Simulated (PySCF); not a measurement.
# F5OW ([WOF5]2-): the cost of one run

Programs: PySCF 2.14.0, with routines of our own; each step states its level. All values are computed. Atoms count from 0.

## 1. The starting structure

7 atoms, charge -2, states of the metal's open shell are computed; geometry from: model start, shaken.

## 2. Relaxing the molecule at PBE0-D3(BJ)/def2-TZVP

The job: settings as JSON, then the geometry in Å.

```
{"job": {"xc": "PBE0", "basis": "def2-TZVP", "d3": "d3bj", "grid": 1, "maxiter": 45, "solvent": "water", "kind": "geom"}, "charge": -2, "metal": "W", "open_shell": "d1"}
W      0.000020     0.004480    -0.004110
O     -0.013360    -0.006820     1.765130
F      0.000900     0.020100    -1.927380
F      1.910690     0.007350     0.005350
F     -1.918420    -0.013960    -0.000440
F      0.010430     1.899840    -0.006860
F     -0.028520    -1.939340    -0.027630
```

Run with:

```sh
OMP_NUM_THREADS=1 python lf_run.py task.json out
```

The driver reads the jobs from task.json and runs them one after another.

**Question.** How long does this first job take on 1 thread of Arm Neoverse V2, shared host, and how much memory does it need?

About 6 min, with a peak of 1.4 GiB.
